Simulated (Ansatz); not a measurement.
# CH6N2Si2: one species, many methods

How much do the methods differ for CH6N2Si2? The plan is to run it at one geometry with functionals of several rungs and with coupled cluster. The yardstick is the atomisation energy at the CCSD(T) limit.

Computed with Ansatz 0.2.0, Gaussian basis. Level: functionals in def2-TZVPP, the program's frozen cores in correlated methods.

Plan: LDA (SPW92), PBE-D4, revPBE-D4, BLYP-D4, r2SCAN-D4, B97M-V, PBE0-D4, B3LYP-D4, r2SCANh-D4, r2SCAN0-D4, HSE06-D4, BHLYP-D4, CAM-B3LYP-D4, LC-ωPBE, ωB97X-V, ωB97M-V, B2PLYP, PBE-QIDH; CCSD(T)/def2-SVP; CCSD(T)/def2-TZVPP; MP2/def2-QZVPP; extrapolation to the limit; RPA on PBE.

## (1) The relaxed structure

All runs share one geometry, relaxed beforehand with PBE0-D4 in a triple-zeta def2 set.

SMILES `NC1=N[SiH]1[SiH3]`, 11 atoms, charge 0, spin multiplicity 1.

Atoms are counted from 1 here; the program's logs count them from 0.

Bond lengths: N1–C2 1.335 Å, N1–H6 1.008 Å, N1–H7 1.001 Å, C2–N3 1.288 Å, C2–Si4 1.786 Å, N3–Si4 1.781 Å, Si4–Si5 2.327 Å, Si4–H8 1.487 Å, Si5–H9 1.489 Å, Si5–H10 1.488 Å, Si5–H11 1.486 Å. Angles: C2–N1–H6 119.7°, C2–N1–H7 120.7°, H6–N1–H7 119.1°, N1–C2–N3 132.0°, N1–C2–Si4 159.4°, N3–C2–Si4 68.6°, C2–N3–Si4 69.0°, C2–Si4–N3 42.3°, C2–Si4–Si5 121.4°, C2–Si4–H8 119.2°, N3–Si4–Si5 119.6°, N3–Si4–H8 118.0°, Si5–Si4–H8 116.1°, Si4–Si5–H9 110.2°, Si4–Si5–H10 110.9°, Si4–Si5–H11 109.0°, H9–Si5–H10 108.1°, H9–Si5–H11 109.3° and more.

Coordinates:

```mol
CH6N2Si2
  3D, bonds by distance, orders not assigned

 11 11  0  0  0  0  0  0  0  0999 V2000
   -1.4982    2.0019   -0.3030 N   0  0
   -0.5267    1.1295   -0.5797 C   0  0
    0.7028    1.2905   -0.9268 N   0  0
    0.2961   -0.4396   -0.8068 Si  0  0
    1.0673   -1.6773    1.0070 Si  0  0
   -1.3281    2.9895   -0.4119 H   0  0
   -2.4282    1.6867   -0.1070 H   0  0
    0.0824   -1.1944   -2.0696 H   0  0
    0.1720   -2.8407    1.2548 H   0  0
    2.4389   -2.1956    0.7521 H   0  0
    1.0870   -0.8076    2.2115 H   0  0
  1  2  8  0
  2  3  8  0
  3  4  8  0
  4  5  8  0
  1  6  8  0
  1  7  8  0
  4  8  8  0
  5  9  8  0
  5 10  8  0
  5 11  8  0
  2  4  8  0
M  END
```

## (2) LDA

This LDA is Slater exchange with PW92 correlation.

Input file in.yaml:

```yaml
crystal:
  periodic: [false, false, false]
  atoms:
    - {symbol: N, position_ang: [-1.498240, 2.001884, -0.302991]}
    - {symbol: C, position_ang: [-0.526672, 1.129522, -0.579686]}
    - {symbol: N, position_ang: [0.702800, 1.290543, -0.926779]}
    - {symbol: Si, position_ang: [0.296148, -0.439605, -0.806781]}
    - {symbol: Si, position_ang: [1.067330, -1.677314, 1.006993]}
    - {symbol: H, position_ang: [-1.328150, 2.989495, -0.411915]}
    - {symbol: H, position_ang: [-2.428177, 1.686689, -0.106977]}
    - {symbol: H, position_ang: [0.082401, -1.194427, -2.069586]}
    - {symbol: H, position_ang: [0.171960, -2.840721, 1.254838]}
    - {symbol: H, position_ang: [2.438916, -2.195569, 0.752096]}
    - {symbol: H, position_ang: [1.086982, -0.807597, 2.211487]}
basis:
  gaussian: {orbitals: def2-TZVPP}
hamiltonian: {xc: lda}
output: {orbitals: {seedname: orbitals}}
```

Further steps of the session: PBE-D4 (GGA); revPBE-D4 (GGA); BLYP-D4 (GGA); r2SCAN-D4 (meta-GGA); B97M-V (meta-GGA); PBE0-D4 (hybrid); B3LYP-D4 (hybrid); r2SCANh-D4 (hybrid); r2SCAN0-D4 (hybrid); HSE06-D4 (hybrid); BHLYP-D4 (hybrid); CAM-B3LYP-D4 (range-separated); LC-ωPBE (range-separated); ωB97X-V (range-separated); ωB97M-V (range-separated); B2PLYP (double hybrid); PBE-QIDH (double hybrid); CCSD(T) in def2-SVP; CCSD(T) in def2-TZVPP; MP2 in def2-QZVPP; RPA on PBE orbitals.

Before running them: what should the planned runs give, taken together? Wanted: atomisation energy, CCSD(T)/CBS; farthest beyond LDA; mean size of error, GGA; mean size of error, meta-GGA; mean size of error, hybrid; mean size of error, range-separated; mean size of error, double hybrid; gap, smallest and largest; T1 diagnostic.

The runs gave:

| quantity | value |
| --- | --- |
| atomisation energy, CCSD(T)/CBS | 3751.4 kJ/mol |
| functionals within 18.8 kJ/mol (0.5 %) | revPBE-D4, r2SCAN-D4, PBE0-D4, LC-ωPBE |
| farthest beyond LDA | PBE-D4 (+112.6 kJ/mol) |
| mean size of error, GGA | 56.5 kJ/mol |
| mean size of error, meta-GGA | 23.5 kJ/mol |
| mean size of error, hybrid | 43.8 kJ/mol |
| mean size of error, range-separated | 27.2 kJ/mol |
| mean size of error, double hybrid | 36.1 kJ/mol |
| gap, smallest and largest | 3.85 eV (LDA (SPW92)), 10.51 eV (LC-ωPBE) |
| T1 diagnostic | 0.0161 |
| triples share of the correlation energy | 4.5 % |

LDA overbinds by 598.9 kJ/mol (16 %). PBE-D4 misses by +112.6 kJ/mol. Double hybrids carry the basis error of their MP2 part in triple zeta, and no dispersion term here, so their miss is partly the set-up's. By mean error the best rung here is meta-GGA (23.5 kJ/mol) and the worst beyond LDA is GGA (56.5 kJ/mol). The gap between the best rungs is small, so their order is not settled. The reference freezes the cores and leaves out relativity and excitations past (T), so misses under about 18.8 kJ/mol can't be ranked. Hartree-Fock recovers 67 % of the binding; the rest is correlation. CCSD(T) in def2-SVP is off by -293.2 kJ/mol, so the small basis spoils what the method gains. The gap grows from 3.9 to 10.5 eV across the functionals, mostly with the share of exact exchange.
